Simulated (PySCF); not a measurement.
**CH₈SSi₂: NMR shifts at several levels of theory**

Aim: compute the NMR shifts of CH₈SSi₂ (`C[SiH2]S[SiH3]`) at several levels, and see how far they spread and what each costs.

The runs use PySCF 2.14.0, with density-fitted response routines of our own; the level of theory stands in each step. All values are computed, except where a source is named. Atoms count from 0, in the outputs and in this text.

### 1 Starting geometry

12 atoms, charge 0, multiplicity 1; geometry from: GFN2-xTB.

Bonds of the start (Å): C0–Si1 1.89, Si1–S2 2.16, S2–Si3 2.14, C0–H4 1.09, C0–H5 1.09, C0–H6 1.09, Si1–H7 1.46, Si1–H8 1.46, Si3–H9 1.46, Si3–H10 1.46, Si3–H11 1.45.

### 2 Optimising the geometry at PBE0-D3(BJ)/def2-SVP

What the job is given:

```
{"job": {"xc": "PBE0", "basis": "def2-SVP", "d3": "d3bj", "grid": 1, "kind": "geom"}, "charge": 0, "multiplicity": 1}
C     -2.406183    -0.178677    -0.089557
Si    -0.695055    -0.091018     0.704451
S      0.705171     0.135797    -0.920699
Si     2.607504     0.228717     0.053272
H     -2.622374     0.723682    -0.654810
H     -2.477016    -1.018125    -0.775650
H     -3.176993    -0.295692     0.666134
H     -0.347506    -1.315436     1.423152
H     -0.545825     1.066084     1.584971
H      2.809414    -1.009523     0.796447
H      2.611264     1.373407     0.956678
H      3.538796     0.380097    -1.049770
```

The program printed:

```text
step   0  E = -1019.37723986  max force = 0.019727
step   1  E = -1019.38126829  max force = 0.005631
step   2  E = -1019.38152110  max force = 0.001643
step   3  E = -1019.38153888  max force = 0.000316
step   4  E = -1019.38153968  max force = 0.000206
optimisation converged
```

It took 20 s on 1 thread, shared host.

Relaxation path:

```csv
step,energy from step 0 (eV),largest force component (eV/Å)
0,0.0000,1.0144
1,-0.1096,0.2896
2,-0.1165,0.0845
3,-0.1170,0.0162
4,-0.1170,0.0106
```

Close pairs (by a distance rule), those that changed most:

| bond | before (Å) | after (Å) | change (Å) |
| --- | --- | --- | --- |
| Si3–H11 | 1.452 | 1.490 | +0.039 |
| Si3–H9 | 1.458 | 1.494 | +0.036 |
| Si3–H10 | 1.458 | 1.494 | +0.036 |
| Si1–H8 | 1.462 | 1.496 | +0.034 |
| Si1–H7 | 1.462 | 1.496 | +0.034 |
| C0–Si1 | 1.888 | 1.869 | -0.019 |
| C0–H6 | 1.086 | 1.101 | +0.015 |
| C0–H5 | 1.086 | 1.100 | +0.014 |

The end geometry stands in the next job.

```csv
at the end point,value
point group (found at 0.08 Å tolerance),Cs
"rotational constants (GHz, main isotopes)","8.685, 1.571, 1.385"
dipole moment (D),1.18
```

### 3 NMR shieldings: PBE0/cc-pVDZ

What the job is given:

```
{"job": {"kind": "nmr", "xc": "PBE0", "basis": "cc-pVDZ", "pop": true}, "charge": 0, "multiplicity": 1}
C     -2.309821     0.224855     0.227826
Si    -0.550950     0.311755     0.854271
S      0.722306     0.524691    -0.875801
Si     2.633268     0.605926     0.100985
H     -2.570661     1.142922    -0.319520
H     -2.435638    -0.632232    -0.450567
H     -3.010434     0.109032     1.069300
H     -0.176122    -0.926602     1.604609
H     -0.352690     1.478439     1.768907
H      2.893835    -0.641991     0.880137
H      2.713654     1.771400     1.032302
H      3.650444     0.749057    -0.978406
```

With the program's defaults for keys left out, this is: GIAO PBE0/cc-pVDZ NMR shielding, non-relativistic, gas phase.

The program printed:

```text
coarse grid: 10920 points
cycle   1  E = -1019.6568612091  dE = -1.889e-02  |g| = 3.368e-01  |ddm| = 5.713e+00
cycle   2  E = -1019.6464402136  dE =  1.042e-02  |g| = 3.784e-01  |ddm| = 1.531e+00
cycle   3  E = -1019.6894061694  dE = -4.297e-02  |g| = 2.479e-02  |ddm| = 7.779e-01
cycle   4  E = -1019.6896290710  dE = -2.229e-04  |g| = 8.676e-03  |ddm| = 6.712e-02
cycle   5  E = -1019.6896555164  dE = -2.645e-05  |g| = 2.299e-03  |ddm| = 2.190e-02
cycle   6  E = -1019.6896572647  dE = -1.748e-06  |g| = 3.976e-04  |ddm| = 6.546e-03
final grid: 89784 points
cycle   7  E = -1019.7050860293  dE = -4.898e-06  |g| = 6.106e-03  |ddm| = 3.826e-02
cycle   8  E = -1019.7050812764  dE =  4.753e-06  |g| = 7.286e-03  |ddm| = 2.696e-02
cycle   9  E = -1019.7050967509  dE = -1.547e-05  |g| = 1.966e-04  |ddm| = 1.465e-02
cycle  10  E = -1019.7050967647  dE = -1.378e-08  |g| = 5.723e-05  |ddm| = 5.474e-04
cycle  11  E = -1019.7050967659  dE = -1.139e-09  |g| = 1.710e-05  |ddm| = 1.746e-04
cycle  12  E = -1019.7050967660  dE = -1.021e-10  |g| = 2.522e-06  |ddm| = 4.456e-05
converged SCF energy = -1019.7050967660

GIAO shielding tensors (ppm)
atom      isotropic    diamagn.    paramagn.     s11        s22        s33       span
  0 C      199.040     245.319     -46.280    193.041    197.221    206.856     13.815
  1 Si     433.964     883.893    -449.928    398.575    418.849    484.469     85.894
  2 S      854.343    1060.784    -206.441    826.630    836.723    899.676     73.046
  3 Si     462.947     880.822    -417.875    422.612    450.370    515.858     93.246
  4 H       30.707      28.964       1.743     26.324     28.872     36.926     10.602
  5 H       30.709      29.786       0.923     26.316     28.901     36.910     10.594
  6 H       30.937      27.723       3.215     26.500     27.443     38.870     12.370
  7 H       26.493      31.082      -4.590     22.476     25.171     31.831      9.354
  8 H       26.493      30.481      -3.988     22.480     25.177     31.822      9.342
  9 H       26.706      29.242      -2.536     22.918     24.620     32.580      9.662
 10 H       26.704      28.755      -2.050     22.913     24.612     32.587      9.674
 11 H       26.601      28.196      -1.595     22.771     24.215     32.817     10.046
```

Run time: 8.8 s. Hardware: 1 thread, shared host.

Shifts follow as δ = σ(reference) − σ, with reference shieldings (ppm) from runs at the same level and on the same kind of geometry: ¹H TMS 31.29, ¹³C TMS 196.8, ²⁹Si TMS 418.6, ³³S CS2 549. The references are single molecules in the gas phase. Atoms listed in one row are averaged.

| atoms | environment | σ (ppm) | δ (ppm) |
| --- | --- | --- | --- |
| C0 | methyl carbon bonded to Si | 199.0 | -2.3 |
| H7, H8 | hydrogen on a silicon bonded to C, S | 26.49 | 4.80 |
| H9, H10, H11 | hydrogen on a silicon bonded to S | 26.67 | 4.62 |
| H4, H5, H6 | hydrogen on a methyl carbon bonded to Si | 30.78 | 0.51 |
| Si1 | silicon bonded to C, S, 2 H | 434.0 | -15.4 |
| Si3 | silicon bonded to S, 3 H | 462.9 | -44.3 |
| S2 | sulfur bonded to 2 Si | 854 | -305 |

Charges from the same density, by scheme (e):

| atoms | Mulliken | IAO | Hirshfeld | ESP fit |
| --- | --- | --- | --- | --- |
| C0 | -0.27 | -0.70 | -0.20 | -0.52 |
| Si1 | 0.28 | 0.68 | 0.31 | 0.43 |
| S2 | -0.32 | -0.42 | -0.17 | -0.27 |
| Si3 | 0.22 | 0.51 | 0.28 | 0.12 |

Mayer bond orders: C0–Si1 1.07, Si1–S2 1.05, S2–Si3 1.09.

### 4 Nuclear shieldings: PBE0/cc-pVTZ

The job, as its differences from that of step 3:

```diff
@@ -1,2 +1,2 @@
-{"job": {"kind": "nmr", "xc": "PBE0", "basis": "cc-pVDZ", "pop": true}, "charge": 0, "multiplicity": 1}
+{"job": {"kind": "nmr", "xc": "PBE0", "basis": "cc-pVTZ", "pop": true}, "charge": 0, "multiplicity": 1}
 C     -2.309821     0.224855     0.227826
```

Level: GIAO PBE0/cc-pVTZ NMR shielding, non-relativistic, gas phase.

The program printed:

```text
coarse grid: 10920 points
cycle   1  E = -1019.7204820416  dE = -7.018e-02  |g| = 3.664e-01  |ddm| = 6.028e+00
cycle   2  E = -1019.7087583109  dE =  1.172e-02  |g| = 4.104e-01  |ddm| = 1.320e+00
cycle   3  E = -1019.7540947073  dE = -4.534e-02  |g| = 3.629e-02  |ddm| = 6.885e-01
cycle   4  E = -1019.7544615240  dE = -3.668e-04  |g| = 1.325e-02  |ddm| = 7.028e-02
cycle   5  E = -1019.7545172985  dE = -5.577e-05  |g| = 3.476e-03  |ddm| = 2.336e-02
cycle   6  E = -1019.7545205553  dE = -3.257e-06  |g| = 7.901e-04  |ddm| = 6.662e-03
final grid: 89784 points
cycle   7  E = -1019.7679022507  dE = -2.965e-05  |g| = 7.142e-03  |ddm| = 6.734e-02
cycle   8  E = -1019.7678963613  dE =  5.889e-06  |g| = 8.316e-03  |ddm| = 2.444e-02
cycle   9  E = -1019.7679145720  dE = -1.821e-05  |g| = 3.774e-04  |ddm| = 1.379e-02
cycle  10  E = -1019.7679146142  dE = -4.219e-08  |g| = 1.228e-04  |ddm| = 7.845e-04
cycle  11  E = -1019.7679146189  dE = -4.687e-09  |g| = 3.957e-05  |ddm| = 2.533e-04
cycle  12  E = -1019.7679146194  dE = -4.720e-10  |g| = 6.024e-06  |ddm| = 6.643e-05
converged SCF energy = -1019.7679146194

GIAO shielding tensors (ppm)
atom      isotropic    diamagn.    paramagn.     s11        s22        s33       span
  0 C      190.064     242.512     -52.449    183.774    188.143    198.275     14.501
  1 Si     378.336     887.309    -508.972    340.204    366.691    428.114     87.910
  2 S      826.741    1060.535    -233.794    798.366    806.248    875.609     77.243
  3 Si     409.704     884.136    -474.432    368.117    392.255    468.740    100.623
  4 H       30.728      29.036       1.692     26.410     28.958     36.815     10.406
  5 H       30.730      29.593       1.138     26.403     28.988     36.799     10.396
  6 H       30.897      28.327       2.569     26.555     27.355     38.780     12.225
  7 H       26.385      30.985      -4.600     22.634     25.059     31.461      8.827
  8 H       26.384      30.315      -3.930     22.639     25.062     31.452      8.814
  9 H       26.565      29.240      -2.675     22.972     24.503     32.221      9.249
 10 H       26.565      28.662      -2.097     22.968     24.498     32.228      9.261
 11 H       26.525      27.984      -1.459     22.911     24.228     32.435      9.524
```

It took 28 s on 1 thread, shared host.

In short: δ C0 -2.8, Si1 -18.3, Si3 -49.7, S2 -302, H7 4.91, H9 4.74 ppm (means over like atoms).

### 5 Shielding tensors: PBE0/aug-cc-pVDZ

The job, as its differences from that of step 4:

```diff
@@ -1,2 +1,2 @@
-{"job": {"kind": "nmr", "xc": "PBE0", "basis": "cc-pVTZ", "pop": true}, "charge": 0, "multiplicity": 1}
+{"job": {"kind": "nmr", "xc": "PBE0", "basis": "aug-cc-pVDZ", "pop": true}, "charge": 0, "multiplicity": 1}
 C     -2.309821     0.224855     0.227826
```

With the program's defaults for keys left out, this is: GIAO PBE0/aug-cc-pVDZ NMR shielding, non-relativistic, gas phase.

The program printed:

```text
coarse grid: 10920 points
cycle   1  E = -1019.6650655374  dE = -2.588e-02  |g| = 3.387e-01  |ddm| = 6.878e+00
cycle   2  E = -1019.6535091346  dE =  1.156e-02  |g| = 3.844e-01  |ddm| = 1.600e+00
cycle   3  E = -1019.6973484991  dE = -4.384e-02  |g| = 2.860e-02  |ddm| = 8.195e-01
cycle   4  E = -1019.6976373814  dE = -2.889e-04  |g| = 1.091e-02  |ddm| = 1.105e-01
cycle   5  E = -1019.6976795026  dE = -4.212e-05  |g| = 2.678e-03  |ddm| = 2.839e-02
cycle   6  E = -1019.6976817685  dE = -2.266e-06  |g| = 5.108e-04  |ddm| = 7.896e-03
final grid: 89784 points
cycle   7  E = -1019.7131301700  dE = -8.092e-06  |g| = 6.255e-03  |ddm| = 1.012e-01
cycle   8  E = -1019.7131245769  dE =  5.593e-06  |g| = 7.576e-03  |ddm| = 2.924e-02
cycle   9  E = -1019.7131413474  dE = -1.677e-05  |g| = 2.298e-04  |ddm| = 1.568e-02
cycle  10  E = -1019.7131413671  dE = -1.971e-08  |g| = 7.137e-05  |ddm| = 6.985e-04
cycle  11  E = -1019.7131413688  dE = -1.772e-09  |g| = 2.308e-05  |ddm| = 2.264e-04
cycle  12  E = -1019.7131413690  dE = -1.758e-10  |g| = 3.209e-06  |ddm| = 7.239e-05
converged SCF energy = -1019.7131413690

GIAO shielding tensors (ppm)
atom      isotropic    diamagn.    paramagn.     s11        s22        s33       span
  0 C      198.066     192.030       6.036    191.629    196.580    205.989     14.360
  1 Si     438.259     886.770    -448.511    397.853    429.160    487.766     89.913
  2 S      848.037    1056.425    -208.388    819.413    836.944    887.754     68.341
  3 Si     470.624     890.611    -419.987    432.624    453.586    525.662     93.038
  4 H       30.761      27.478       3.283     26.454     28.981     36.848     10.394
  5 H       30.763      25.790       4.974     26.447     29.011     36.832     10.386
  6 H       30.947      32.582      -1.636     26.646     27.420     38.775     12.129
  7 H       26.372      27.345      -0.973     22.506     24.975     31.636      9.130
  8 H       26.373      26.686      -0.314     22.513     24.979     31.627      9.115
  9 H       26.555      28.614      -2.059     22.816     24.470     32.380      9.564
 10 H       26.554      27.927      -1.374     22.810     24.463     32.388      9.578
 11 H       26.506      27.692      -1.186     22.744     24.240     32.534      9.790
```

Wall time 18 s (1 thread, shared host).

In short: δ C0 -2.9, Si1 -21.5, Si3 -53.9, S2 -290, H7 5.02, H9 4.86 ppm (means over like atoms).

### 6 NMR shieldings: PBE0/IGLO-III

The job, as its differences from that of step 5:

```diff
@@ -1,2 +1,2 @@
-{"job": {"kind": "nmr", "xc": "PBE0", "basis": "aug-cc-pVDZ", "pop": true}, "charge": 0, "multiplicity": 1}
+{"job": {"kind": "nmr", "xc": "PBE0", "basis": "IGLO-III", "pop": true}, "charge": 0, "multiplicity": 1}
 C     -2.309821     0.224855     0.227826
```

Level: GIAO PBE0/IGLO-III NMR shielding, non-relativistic, gas phase.

The program printed:

```text
coarse grid: 10920 points
cycle   1  E = -1019.7123449545  dE = -1.383e-01  |g| = 4.072e-01  |ddm| = 2.439e+00
cycle   2  E = -1019.7019916218  dE =  1.035e-02  |g| = 4.141e-01  |ddm| = 5.848e-01
cycle   3  E = -1019.7451602778  dE = -4.317e-02  |g| = 6.156e-02  |ddm| = 3.492e-01
cycle   4  E = -1019.7460144066  dE = -8.541e-04  |g| = 1.386e-02  |ddm| = 5.379e-02
cycle   5  E = -1019.7460575730  dE = -4.317e-05  |g| = 4.531e-03  |ddm| = 1.428e-02
cycle   6  E = -1019.7460626708  dE = -5.098e-06  |g| = 1.070e-03  |ddm| = 4.025e-03
final grid: 89784 points
cycle   7  E = -1019.7564906908  dE = -5.791e-05  |g| = 8.025e-03  |ddm| = 3.155e-02
cycle   8  E = -1019.7564854801  dE =  5.211e-06  |g| = 8.512e-03  |ddm| = 1.186e-02
cycle   9  E = -1019.7565022444  dE = -1.676e-05  |g| = 7.378e-04  |ddm| = 6.884e-03
cycle  10  E = -1019.7565023875  dE = -1.430e-07  |g| = 1.605e-04  |ddm| = 6.798e-04
cycle  11  E = -1019.7565023933  dE = -5.794e-09  |g| = 7.310e-05  |ddm| = 1.768e-04
cycle  12  E = -1019.7565023947  dE = -1.428e-09  |g| = 6.147e-06  |ddm| = 5.845e-05
cycle  13  E = -1019.7565023947  dE = -1.137e-11  |g| = 1.455e-06  |ddm| = 7.450e-06
converged SCF energy = -1019.7565023947

GIAO shielding tensors (ppm)
atom      isotropic    diamagn.    paramagn.     s11        s22        s33       span
  0 C      186.668     249.976     -63.307    180.126    184.969    194.911     14.785
  1 Si     367.530     887.765    -520.235    327.458    356.634    418.498     91.040
  2 S      807.839    1063.172    -255.333    774.117    785.749    863.651     89.533
  3 Si     402.302     884.357    -482.054    360.637    387.136    459.134     98.497
  4 H       30.824      28.476       2.348     26.537     29.111     36.824     10.288
  5 H       30.826      29.277       1.549     26.529     29.142     36.808     10.279
  6 H       30.993      27.477       3.516     26.704     27.546     38.728     12.024
  7 H       26.347      30.829      -4.483     22.661     25.036     31.342      8.681
  8 H       26.347      30.212      -3.866     22.666     25.041     31.334      8.668
  9 H       26.517      29.009      -2.491     22.990     24.426     32.136      9.146
 10 H       26.517      28.563      -2.046     22.987     24.420     32.143      9.156
 11 H       26.540      28.192      -1.652     23.000     24.322     32.299      9.300
```

Wall time 26 s (1 thread, shared host).

Key values: δ C0 -2.9, Si1 -22.2, Si3 -57.0, S2 -289, H7 5.03, H9 4.85 ppm (means over like atoms).

### 7 Nuclear shieldings: PBE0/pcSseg-0

The job, as its differences from that of step 6:

```diff
@@ -1,2 +1,2 @@
-{"job": {"kind": "nmr", "xc": "PBE0", "basis": "IGLO-III", "pop": true}, "charge": 0, "multiplicity": 1}
+{"job": {"kind": "nmr", "xc": "PBE0", "basis": "pcSseg-0", "pop": true}, "charge": 0, "multiplicity": 1}
 C     -2.309821     0.224855     0.227826
```

Method: GIAO PBE0/pcSseg-0 NMR shielding, non-relativistic, gas phase.

The program printed:

```text
coarse grid: 10920 points
cycle   1  E = -1018.2896524104  dE = -8.627e-02  |g| = 3.580e-01  |ddm| = 3.219e+00
cycle   2  E = -1018.2773346296  dE =  1.232e-02  |g| = 4.168e-01  |ddm| = 1.283e+00
cycle   3  E = -1018.3315900572  dE = -5.426e-02  |g| = 3.068e-02  |ddm| = 7.312e-01
cycle   4  E = -1018.3318820309  dE = -2.920e-04  |g| = 8.613e-03  |ddm| = 7.485e-02
cycle   5  E = -1018.3319048131  dE = -2.278e-05  |g| = 3.018e-03  |ddm| = 2.043e-02
cycle   6  E = -1018.3319074239  dE = -2.611e-06  |g| = 2.801e-04  |ddm| = 4.219e-03
final grid: 89784 points
cycle   7  E = -1018.4339910226  dE = -6.550e-06  |g| = 4.715e-03  |ddm| = 1.961e-02
cycle   8  E = -1018.4339881242  dE =  2.898e-06  |g| = 5.593e-03  |ddm| = 1.529e-02
cycle   9  E = -1018.4339972442  dE = -9.120e-06  |g| = 9.902e-05  |ddm| = 8.722e-03
cycle  10  E = -1018.4339972484  dE = -4.216e-09  |g| = 3.416e-05  |ddm| = 3.266e-04
cycle  11  E = -1018.4339972488  dE = -4.165e-10  |g| = 1.505e-05  |ddm| = 8.774e-05
converged SCF energy = -1018.4339972488

GIAO shielding tensors (ppm)
atom      isotropic    diamagn.    paramagn.     s11        s22        s33       span
  0 C      197.410     258.589     -61.179    189.331    195.172    207.725     18.394
  1 Si     383.831     880.341    -496.510    325.767    360.185    465.540    139.773
  2 S      937.406    1058.601    -121.195    907.604    935.557    969.057     61.452
  3 Si     433.166     879.214    -446.048    364.075    411.427    523.995    159.919
  4 H       32.196      30.675       1.521     27.147     30.388     39.052     11.905
  5 H       32.197      30.699       1.498     27.142     30.412     39.036     11.895
  6 H       32.726      30.443       2.283     27.542     29.158     41.480     13.938
  7 H       28.045      29.435      -1.390     23.626     26.843     33.667     10.041
  8 H       28.046      29.734      -1.688     23.626     26.852     33.661     10.034
  9 H       28.463      28.483      -0.020     24.265     26.573     34.550     10.285
 10 H       28.459      28.586      -0.127     24.260     26.567     34.552     10.292
 11 H       28.120      28.584      -0.463     23.784     25.558     35.018     11.234
```

Run time: 4.4 s. Hardware: 1 thread, shared host.

This run: δ C0 -3.9, Si1 -35.3, Si3 -84.6, S2 -422, H7 4.79, H9 4.48 ppm (means over like atoms).

### 8 Comparing the runs: NMR shifts

Shifts (ppm), means over like atoms, with basis size and wall time:

```csv
run,C0,H7,H9,H4,Si1,Si3,S2,functions,time
PBE0/cc-pVDZ,-2.3,4.80,4.62,0.51,-15.4,-44.3,-305,108,8.8 s
PBE0/cc-pVTZ,-2.8,4.91,4.74,0.51,-18.3,-49.7,-302,244,28 s
PBE0/aug-cc-pVDZ,-2.9,5.02,4.86,0.57,-21.5,-53.9,-290,176,18 s
PBE0/IGLO-III,-2.9,5.03,4.85,0.49,-22.2,-57.0,-289,247,26 s
PBE0/pcSseg-0,-3.9,4.79,4.48,0.46,-35.3,-84.6,-422,64,4.4 s
```

### 9 What came out

| quantity | value |
| --- | --- |
| point group | Cs |
| rotational constants (main isotopes) | 8.68, 1.57, 1.39 GHz |
| ¹³C shifts against TMS (PBE0/cc-pVDZ) | -2.3 ppm |
| ¹H shifts against TMS (PBE0/cc-pVDZ, means over atoms taken as alike) | 4.80, 4.62, 0.51 ppm |
| ²⁹Si shifts against TMS (PBE0/cc-pVDZ) | -15.4, -44.3 ppm |
| ³³S shifts against CS2 (PBE0/cc-pVDZ) | -305 ppm |
| range of the shift of S2 | -422 to -289 ppm |

**Reading.** Single values in the summary come from the first run of each kind that ended normally (PBE0/cc-pVDZ), which need not be the best level. The optimisation took 4 steps and gained 0.117 eV; among the close pairs (by a distance rule), Si3–H11 changed most, from 1.452 to 1.490 Å. No frequency check was run at this level, so the end point may be a saddle. At PBE0/cc-pVDZ: The widest tensor belongs to Si3: span 93 ppm, with a paramagnetic part of -418 ppm. Across the 5 runs the shift of S2 moves most, between -422 (PBE0/pcSseg-0) and -289 ppm (PBE0/IGLO-III).
